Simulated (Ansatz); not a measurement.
# CH3AgS: small, medium and large basis sets

An exercise on one series of results from a longer session: the logs are not shown, and one member is left open.

Method: one geometry, several basis sets; program: Ansatz 0.2.0, Gaussian basis.

Plan: PBE0-D4/def2-SVP; ωB97M-V/def2-SVP; PBE0-D4/def2-QZVPP; ωB97M-V/def2-QZVPP; the functionals' def2-TZVPP values are taken from earlier runs.

### The relaxed structure

The geometry comes from an earlier relaxation with PBE0-D4 in a triple-zeta def2 set; it is a stationary point. Ag takes the def2 core potential; no spin-orbit term is included.

SMILES `C[S][Ag]`, 6 atoms, charge 0, spin multiplicity 1.

Atoms are counted from 1 here; the program's logs count them from 0.

Bond lengths: C1–S2 1.816 Å, C1–H4 1.092 Å, C1–H5 1.090 Å, C1–H6 1.090 Å, S2–Ag3 2.314 Å. Angles: S2–C1–H4 106.3°, S2–C1–H5 112.1°, S2–C1–H6 112.1°, H4–C1–H5 108.3°, H4–C1–H6 108.2°, H5–C1–H6 109.7°, C1–S2–Ag3 104.3°.

As a file:

```
atom    x (Å)    y (Å)    z (Å)
  C1  -0.3850   0.3832  -0.2940
  S2   0.0149  -1.3612   0.0124
 Ag3   1.8927  -1.2894   1.3627
  H4  -1.2730   0.3861  -0.9303
  H5   0.4151   0.9004  -0.8225
  H6  -0.6226   0.9170   0.6256
```

Set-up of the first run:

in.yaml

```yaml
crystal:
  periodic: [false, false, false]
  atoms:
    - {symbol: C, position_ang: [-0.385043, 0.383184, -0.294041]}
    - {symbol: S, position_ang: [0.014946, -1.361207, 0.012366]}
    - {symbol: Ag, position_ang: [1.892740, -1.289445, 1.362692]}
    - {symbol: H, position_ang: [-1.272950, 0.386090, -0.930262]}
    - {symbol: H, position_ang: [0.415100, 0.900409, -0.822510]}
    - {symbol: H, position_ang: [-0.622593, 0.916969, 0.625555]}
basis:
  gaussian: {orbitals: def2-SVP}
hamiltonian: {xc: pbe0, dispersion: d4}
output: {orbitals: {seedname: orbitals}}
```

Run with:

```console
ansatz run in.yaml --threads 2 --pin off --events-out ev --progress --plain --max-ram 20480MiB --backend cpu
```

Steps of the session up to this table: PBE0-D4 in def2-SVP; ωB97M-V in def2-SVP; PBE0-D4 in def2-QZVPP; ωB97M-V in def2-QZVPP.

One table of the session follows, with a row left open; its other results are not shown here.

It belongs to the step «Functionals by basis». 

```
functional       basis  HOMO (eV)  LUMO (eV)
   PBE0-D4    def2-SVP      -5.75      -2.53
   PBE0-D4  def2-TZVPP      -5.84      -2.57
   PBE0-D4  def2-QZVPP          ?          ?
   ωB97M-V    def2-SVP      -7.77      -0.97
   ωB97M-V  def2-TZVPP      -7.89      -1.04
   ωB97M-V  def2-QZVPP      -7.95      -1.09
```

Estimate the missing values for PBE0-D4, def2-QZVPP.

As computed: HOMO (eV): -5.88; LUMO (eV): -2.59. In the column «HOMO (eV)» it lies between ωB97M-V, def2-SVP (-7.77) and PBE0-D4, def2-TZVPP (-5.84).
